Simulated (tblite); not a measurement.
# C7H16S: the cost of one run

Computed with tblite 0.8.0 (tight binding) and PySCF 2.14.0 (DFT, with response routines of our own); each step states its level. Atoms count from 0 throughout.

## 1. The molecule as given

24 atoms, charge 0, multiplicity 1; geometry from: MMFF94s geometry.

Bonds of the start (Å): C0–C1 1.53, C0–H10 1.10, C0–H8 1.09, C0–H9 1.09, C1–C2 1.53, C1–H11 1.09, C1–H12 1.09, C2–H13 1.09, C2–H14 1.10, C2–S3 1.83, C4–C5 1.53, C4–H15 1.09, C4–H16 1.09, C5–C6 1.53, C5–C7 1.53, C5–H17 1.10, C6–H18 1.09, C6–H19 1.10, C6–H20 1.09, C7–H21 1.10, C7–H22 1.10, C7–H23 1.09, S3–C4 1.82.

## 2. GFN2-xTB relaxation, conformer 1

What the job is given:

```
{"job": {"xc": "GFN2-xTB", "basis": "xTB", "kind": "relax"}, "charge": 0, "multiplicity": 1}
C      3.326200     0.955100    -0.099000
C      2.198800     0.115700    -0.707400
C      1.615300    -0.830000     0.350700
S      0.377300    -1.976300    -0.355700
C     -0.910800    -0.837400    -0.946100
C     -1.554700     0.079500     0.100900
C     -2.572900     1.001100    -0.576700
C     -2.222800    -0.693500     1.236900
H      3.738800     1.625100    -0.855600
H      4.125000     0.327400     0.285000
H      2.939700     1.568800     0.726300
H      2.607600    -0.466300    -1.536300
H      1.433800     0.786500    -1.087500
H      2.405800    -1.442700     0.779300
H      1.154900    -0.258200     1.176100
H     -0.486400    -0.241200    -1.757100
H     -1.685800    -1.457900    -1.405300
H     -0.783200     0.722000     0.542400
H     -3.386700     0.424400    -1.022000
H     -3.009200     1.692300     0.158100
H     -2.103300     1.602700    -1.354400
H     -2.981000    -1.389600     0.841200
H     -1.499000    -1.265800     1.830200
H     -2.739100    -0.021900     1.924400
```

Started as:

```
OMP_NUM_THREADS=1 python ens_run.py task.json out
```

This one command runs the whole study; its stages follow in the order run.

Q: Estimate the wall time of this first job on 1 thread of Arm Neoverse N1, shared host.

About 2.5 s.
